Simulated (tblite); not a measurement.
# CH10GeO2Si2: the cost of one run

Computed with tblite 0.8.0 (tight binding) and PySCF 2.14.0 (DFT, with response routines of our own); each step states its level. Atoms count from 0 throughout.

### Step 1. The molecule as given

16 atoms, charge 0, multiplicity 1; geometry from: UFF geometry.

Bonds of the start (Å): C0–H6 1.12, C0–H7 1.11, C0–H8 1.11, C0–O1 1.39, Ge5–H13 1.56, Ge5–H14 1.55, Ge5–H15 1.55, O1–Si2 1.74, O3–Si4 1.73, Si2–H10 1.48, Si2–H9 1.47, Si2–O3 1.71, Si4–Ge5 2.32, Si4–H11 1.48, Si4–H12 1.47.

### Step 2. GFN2-xTB relaxation, conformer 1

Job settings and geometry (Å):

```
{"job": {"xc": "GFN2-xTB", "basis": "xTB", "kind": "relax"}, "charge": 0, "multiplicity": 1}
C     -2.912100     0.053600    -0.625300
O     -2.042000     0.056000     0.458600
Si    -0.678400     1.065000     0.092600
O      0.503000     0.946100     1.317500
Si     1.227000    -0.617400     1.164400
Ge     2.876000    -0.550200    -0.466600
H     -3.314400     1.081300    -0.830100
H     -2.438000    -0.368000    -1.530400
H     -3.784300    -0.590100    -0.373900
H     -0.126800     0.707000    -1.218100
H     -1.145600     2.463500     0.017500
H      0.233100    -1.657200     0.827400
H      1.846400    -0.984000     2.446100
H      3.926900     0.534600    -0.092400
H      2.247300    -0.200300    -1.836200
H      3.574500    -1.930900    -0.532200
```

The run is started by

```
$ OMP_NUM_THREADS=1 python ens_run.py task.json out
```

The driver reads the study from task.json and runs its stages one after another.

**Question.** How long does this first job take on 1 thread of Intel Xeon Platinum 8259CL at 2.50GHz, shared host?

About 5.3 s.
